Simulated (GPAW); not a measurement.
Write an ASE script for GPAW 26.7.0 that does the following.

```
Task                : relaxation of cell and atoms
Functional          : PBEsol
Potentials or basis : PAW data sets generated in the run's folder for this functional
Cutoff              : 800 eV
Basis               : pw
k mesh              : 8 × 8 × 8
Occupations         : fermi-dirac, width 0.05 eV
Spin                : no spin polarisation
Target pressure     : 10 GPa
Maxiter             : 150
Optimizer           : BFGS
Fmax                : 0.02 eV/Å
Max steps           : 60
Target pressure     : 10 GPa
Convergence         : density=1e-05 forces=0.0001
```

The structure of GaF lies in POSCAR:

```
GaF
1.0
    3.1659200000      0.0000000000      0.0000000000
    0.0000000000      3.1659200000      0.0000000000
    0.0000000000      0.0000000000      3.1659200000
Ga F
1 1
Direct
    0.0000000000      0.0000000000      0.0000000000
    0.5000000000      0.5000000000      0.5000000000
```

The cell was built by a generator and needn't be a form met in nature.

One way to write it, as run:

run.py

```python
from ase.filters import FrechetCellFilter
from ase.io import read, write
from ase.optimize import BFGS
from ase.units import GPa
from gpaw import GPAW, PW, setup_paths

setup_paths.insert(0, '.')

atoms = read('POSCAR')

calc = GPAW(mode=PW(800),
            xc='PBEsol',
            kpts={'size': (8, 8, 8), 'gamma': True},
            occupations={'name': 'fermi-dirac', 'width': 0.05},
            nbands=13,
            convergence={'density': 1e-05, 'forces': 0.0001},
            maxiter=150,
            txt='gpaw.txt')
atoms.calc = calc
opt = BFGS(FrechetCellFilter(atoms, scalar_pressure=10 * GPa), trajectory='relax.traj', logfile='-')
done = opt.run(fmax=0.02, steps=60)
calc.write('gs.gpw')
write('result.traj', atoms)
print('Converged:', done)
print('Cell:', atoms.cell.cellpar().round(4))
print('Volume:', round(atoms.get_volume(), 4))
print(atoms.get_scaled_positions().round(5))
```

Potentials or basis: PAW data sets generated in the run's folder for this functional, pw.

Command:

```bash
$ gpaw-setup -f PBEsol F Ga
$ OMP_NUM_THREADS=1 python run.py
```

Results of the run:

```
Relaxed volume                                         : 12.59 Å³/atom
Relaxed cell                                           : a = 2.931 Å, b = 2.931 Å, c = 2.931 Å, α = 90.00°, β = 90.00°, γ = 90.00°
Space group after relaxing (to 0.05 Å)                 : Pm-3m (No. 221)
Energy change on relaxing (the enthalpy is what falls) : +33.8 meV/atom
Ionic steps                                            : 5
Pressure after relaxing                                : 9.8 GPa
Band gap on the k mesh                                 : none (metal or under the smearing width)
```

Caveat: the data sets keep Ga 3d, Li 1s and Be 1s frozen, and some such compounds lay over 1.5 % in volume off other programs; later steps reuse the first step's grids; the volume moved by over 15 % at a fixed basis, so the end points are rough.

Run time: 46 s on 1 thread of Arm Neoverse V2, with other jobs on the host, peak memory 0.2 GiB.
